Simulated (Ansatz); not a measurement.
This geometry of a periodic cell of 17 atoms, Zn9O8 (host ZnO, host structure P6_3mc, interstitial Zn) is a first-order saddle point.

Method: Ansatz 0.2.0, DFT LDA, scalar-relativistic, plane waves, PAW. Settings: PAW set soft_1, cutoff 420 eV, k mesh 2x2x2, gaussian smearing 0.05 eV, no spin polarisation.

```xyz
17
Lattice="-3.2190 -5.5755 0.0000 4.8285 -2.7877 0.0000 0.0000 0.0000 5.1489" Properties=species:S:1:pos:R:3
Zn -0.007 -3.616 0.057
Zn 1.655 -4.596 2.455
O -0.031 -3.697 1.944
O 1.611 -4.659 4.565
Zn 3.216 -3.756 -0.042
Zn -0.019 -1.888 2.574
O 3.243 -3.773 1.897
O -0.052 -1.869 4.481
Zn 1.484 -1.038 0.060
Zn 3.163 -1.988 2.460
O 1.544 -0.976 1.947
O 3.194 -1.915 4.560
Zn 1.670 -6.582 0.077
Zn -1.690 -4.641 2.470
O 1.578 -6.530 1.965
O -1.627 -4.681 4.576
Zn -0.005 -5.611 3.761
```

**Question.** Which two structures does it join? (They come from a converged band through this point; their orientation in space is the band's.)

**Answer.** Contacts lost: Zn1–Zn17, Zn10–O15, O16–Zn17. The atom that moves furthest is Zn17, by 0.90 Å; four of its nearest neighbours are O16 2.02, O12 2.04, O4 2.04, Zn14 2.35 Å at the first end and O12 1.91, O15 1.99, Zn10 2.25, O4 2.30 Å at the last.

Initial state:

```xyz
17
Lattice="-3.2190 -5.5755 0.0000 4.8285 -2.7877 0.0000 0.0000 0.0000 5.1489" Properties=species:S:1:pos:R:3
Zn -0.033 -3.620 0.115
Zn 1.695 -4.575 2.455
O -0.048 -3.754 2.015
O 1.551 -4.658 4.523
Zn 3.180 -3.749 -0.083
Zn 0.008 -1.917 2.602
O 3.289 -3.812 1.852
O -0.062 -1.877 4.510
Zn 1.462 -1.030 0.115
Zn 3.153 -2.050 2.455
O 1.571 -0.949 2.015
O 3.153 -1.884 4.524
Zn 1.643 -6.578 0.046
Zn -1.795 -4.592 2.474
O 1.481 -6.485 1.946
O -1.624 -4.692 4.573
Zn -0.057 -5.597 3.686
```

Final state:

```xyz
17
Lattice="-3.2190 -5.5755 0.0000 4.8285 -2.7877 0.0000 0.0000 0.0000 5.1489" Properties=species:S:1:pos:R:3
Zn 0.121 -3.671 0.015
Zn 1.612 -4.526 2.641
O 0.047 -3.679 1.935
O 1.644 -4.718 4.622
Zn 3.311 -3.828 -0.051
Zn -0.108 -1.831 2.460
O 3.121 -3.728 1.915
O 0.007 -1.912 4.370
Zn 1.498 -0.802 -0.356
Zn 2.751 -1.861 1.849
O 1.183 -0.773 1.539
O 3.527 -1.915 5.193
Zn 1.962 -6.465 0.456
Zn -1.412 -4.806 2.626
O 1.877 -6.441 2.321
O -1.515 -4.463 4.582
Zn 0.389 -6.382 3.638
```

**Question.** How far does it lie above each of them?

**Answer.** 0.027 eV above the first and 0.692 eV above the second. This is the barrier of this one path; another mechanism may lie lower. Limits of this set-up: coarse k mesh, PAW files made for another functional, a small cell, in which the defect meets its images.

The run took 11 min on 2 threads of Arm Neoverse V1, on a shared host, peak memory 1 GiB.
